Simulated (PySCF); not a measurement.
**SiNH3OF2 (SMILES N[Si](O)(F)F): levels of theory compared**

We compute a comparison of 5 runs (HF/STO-3G, HF/3-21G, HF/6-311G**, B3LYP/6-31G*, B3LYP/def2-TZVP) of SiNH3OF2. Input form: a Python script.

The results are computed with PySCF 2.14.0.

### 1 The system as given

SiNH3OF2: 8 atoms, total charge 0, spin state singlet. SMILES: `N[Si](O)(F)F`. The coordinates come from a PBE0-D4/def2-TZVP relaxation. This is one conformer, not always the lowest.

Bond lengths: N1–Si2 1.686 Å, Si2–O3 1.619 Å, Si2–F4 1.581 Å, Si2–F5 1.584 Å, N1–H6 1.006 Å, N1–H7 1.006 Å, O3–H8 0.958 Å. Angles: N1–Si2–O3 112.4°, N1–Si2–F4 115.5°, N1–Si2–F5 106.2°, O3–Si2–F4 104.1°, O3–Si2–F5 112.9°, F4–Si2–F5 105.9°, Si2–N1–H6 121.2°, Si2–N1–H7 120.5°, Si2–O3–H8 117.2°, H6–N1–H7 111.9°.

### 2 Energy and gradient at HF/STO-3G (run 1)

File run.py:

```python
from pyscf import gto, scf

mol = gto.M(
    atom=[
    ('N', (-0.442300, 1.046800, 0.335400)),
    ('Si', (0.149700, -0.326200, -0.442800)),
    ('O', (0.387300, -1.558900, 0.578900)),
    ('F', (-0.787600, -0.930400, -1.563300)),
    ('F', (1.475500, 0.124100, -1.183100)),
    ('H', (-1.266000, 1.005400, 0.911900)),
    ('H', (-0.311700, 1.959400, -0.068300)),
    ('H', (0.887300, -1.377200, 1.375500)),
],
    spin=0,
    max_memory=1860,
    basis='sto-3g',
    charge=0,
    verbose=3,
)

myscf = scf.RHF(mol)
myscf.conv_tol = 1e-10
myscf.kernel()
if not myscf.converged:
    myscf = myscf.newton().run(myscf.mo_coeff, myscf.mo_occ)

e_final = myscf.e_tot
print('E(%s) = %.9f' % ('HF', e_final))
grad = myscf.nuc_grad_method().kernel()
myscf.analyze()
```

Launch:

```console
$ OMP_NUM_THREADS=1 python run.py
```

Output:

```text
converged SCF energy = -611.090726537613
[... 11 lines left out ...]
MO #2   energy= -25.8270787995055  occ= 2
[... 5 lines left out ...]
MO #8   energy= -4.10529253428563  occ= 2
[... 5 lines left out ...]
MO #14  energy= -0.673553036359114 occ= 2
[... 5 lines left out ...]
MO #20  energy= -0.43865979892751  occ= 2
[... 5 lines left out ...]
MO #26  energy= 0.465287850503517  occ= 0
[... 5 lines left out ...]
MO #32  energy= 0.811922819875565  occ= 0
[... 9 lines left out ...]
Dipole moment(X, Y, Z, Debye): -0.40083,  1.52331,  1.43984
```

It took 1.8 s on 1 thread of Intel Xeon at 2.70GHz, shared host; peak memory 0.12 GiB.

### 3 Energy and forces at HF/3-21G (run 2)

File run.py:

```python
from pyscf import gto, scf

mol = gto.M(
    atom='''
N     -0.442300     1.046800     0.335400
Si     0.149700    -0.326200    -0.442800
O      0.387300    -1.558900     0.578900
F     -0.787600    -0.930400    -1.563300
F      1.475500     0.124100    -1.183100
H     -1.266000     1.005400     0.911900
H     -0.311700     1.959400    -0.068300
H      0.887300    -1.377200     1.375500
''',
    max_memory=1860,
    spin=0,
    basis='3-21g',
    verbose=4,
    charge=0,
)

hf = scf.RHF(mol)
hf.conv_tol = 1e-10
hf.kernel()
if not hf.converged:
    hf = hf.newton().run(hf.mo_coeff, hf.mo_occ)

e_final = hf.e_tot
print('E(%s) = %.9f' % ('HF', e_final))
grad = hf.nuc_grad_method().kernel()
dip = hf.dip_moment()
pop, q = hf.mulliken_pop()
```

Launch:

```console
$ OMP_NUM_THREADS=1 python run.py
```

Output:

```text
PySCF version 2.14.0

[... 64 lines left out ...]
converged SCF energy = -615.771898209697
[... 12 lines left out ...]
Dipole moment(X, Y, Z, Debye): -0.66517,  2.62913,  2.99557
[... 64 lines left out ...]
charge of    7H =      0.42678
```

Run time: 2 s. Hardware: 1 thread of Intel Xeon at 2.70GHz, shared host; peak memory 0.13 GiB.

Runs 3 to 4 aren't shown in full; the table further down has their settings and results.

### 4 Energy and gradient at B3LYP/def2-TZVP (run 5)

File run.py:

```python
import pyscf.grad
from pyscf import gto, dft

mol = gto.Mole()
mol.atom = '''
N       -0.442300       1.046800       0.335400
Si       0.149700      -0.326200      -0.442800
O        0.387300      -1.558900       0.578900
F       -0.787600      -0.930400      -1.563300
F        1.475500       0.124100      -1.183100
H       -1.266000       1.005400       0.911900
H       -0.311700       1.959400      -0.068300
H        0.887300      -1.377200       1.375500
'''
mol.max_memory = 1860
mol.verbose = 4
mol.basis = 'def2-tzvp'
mol.build()

calc0 = dft.RKS(mol)
calc0.xc = 'b3lyp'
calc0.conv_tol = 1e-10
calc0.grids.level = 5
calc0.kernel()
if not calc0.converged:
    calc0 = calc0.newton().run(calc0.mo_coeff, calc0.mo_occ)

e_final = calc0.e_tot
print('E = %.10f Eh' % e_final)
grad = calc0.Gradients().kernel()
calc0.analyze()
```

Launch:

```console
$ OMP_NUM_THREADS=1 python run.py
```

Output:

```text
PySCF version 2.14.0

[... 117 lines left out ...]
MO #19  energy= -0.453240713469091 occ= 2
[... 31 lines left out ...]
MO #51  energy= 0.587354252468669  occ= 0
[... 31 lines left out ...]
MO #83  energy= 1.69190157005741   occ= 0
[... 31 lines left out ...]
MO #115 energy= 3.31331618159505   occ= 0
[... 31 lines left out ...]
MO #147 energy= 6.55263842874103   occ= 0
[... 31 lines left out ...]
MO #179 energy= 56.9240971838205   occ= 0
[... 190 lines left out ...]
Dipole moment(X, Y, Z, Debye): -0.51637,  1.94346,  2.52143
```

Wall time 1.9 min (1 thread of Intel Xeon at 2.70GHz, shared host); peak memory 2.5 GiB.

### 5 Overview of the runs

```csv
run,level,Cartesian functions,integration grid,energy (Eh),dipole moment (D),HOMO energy (eV),LUMO energy (eV),wall time
1,HF/STO-3G,no,–,-611.090727,2.13,-9.17,12.66,1.8 s
2,HF/3-21G,no,–,-615.771898,4.04,-12.18,5.53,2 s
3,HF/6-311G**,no,–,-619.196305,3.68,-12.23,3.55,14 s
4,B3LYP/6-31G* (Cartesian functions),yes,5,-621.157900,3.31,-7.71,0.88,32 s
5,B3LYP/def2-TZVP,no,5,-621.379390,3.23,-8.10,0.04,1.9 min
```

### 6 Results

| quantity | value |
| --- | --- |
| run 5: total energy | -621.37939 Eh |
| run 5: dipole moment | 3.23 D |
| run 5: HOMO energy | -8.10 eV |
| run 5: LUMO energy | 0.04 eV |
| run 5: HOMO–LUMO gap | 8.15 eV |
| run 5: largest force on an atom | 0.245 eV/Å |

The dipole moment (its size) runs from 2.13 D (HF/STO-3G) to 4.04 D (HF/3-21G). The HOMO–LUMO gap runs from 8.15 eV (B3LYP/def2-TZVP) to 21.83 eV (HF/STO-3G). The two ends differ in method and basis. In run 1 the basis is minimal, so the values are rough. All runs together took 2.8 min, the longest 1.9 min.
